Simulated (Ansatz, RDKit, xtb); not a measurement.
**C3H3BBrNS: which of the isomers drawn lies lowest?**

A sample of isomers of C3H3BBrNS is drawn. Aim: find which of them has the lowest free energy at 298.15 K, then its properties. The sample is small against all isomers, and the most stable one of this formula need not be in it.

Plan: many cheap relaxations first (GFN2-xTB), then density-functional screening, relaxation at B3LYP-D3(BJ)/def2-SVP, vibrations (at GFN2-xTB) and a final energy. The numbers are computed, not measured.

**1. Drawing up candidates**

Isomers were taken from a list of plausible structures; this is a sample, not all of them. That gives 5 candidates.

```
label        SMILES     spin
 c048  Bc1ncc(Br)s1  singlet
 c351  Bc1csc(Br)n1  singlet
 c402    Bc1scnc1Br  singlet
 c919    Bc1ncsc1Br  singlet
 c920  Bc1nc(Br)cs1  singlet
```

Candidates are built by distance geometry, with a force field where one applies, in up to four conformers (letters a to d).

Q: Predict the outcome of this search (final energies at CCSD(T)/def2-SVP + MP2/def2-TZVPP - MP2/def2-SVP).

| quantity | value |
| --- | --- |
| lowest structure found | Bc1scnc1Br, singlet |
| next finalist | Bc1nc(Br)cs1, singlet, 2.9 kcal/mol higher in G |
| share at equilibrium, among the finalists | 99.2 % |

The search ends on `Bc1scnc1Br`. The margin, 2.9 kcal/mol, is modest. GFN2-xTB, HF/STO-3G, r2SCAN-D4/def2-SVP, B3LYP-D3(BJ)/def2-SVP, HF/def2-SVP and MP2/def2-SVP already put its bonding pattern lowest among the structures in one piece. The search is not exhaustive (a finite list of starts, one conformer a finalist), so a lower isomer can't be ruled out. Only 5 drawn patterns were tried, so whole families of isomers are missing, and the result ranks this sample alone. The lowest isomer need not be the one that is made and kept in a bottle, which depends on barriers.
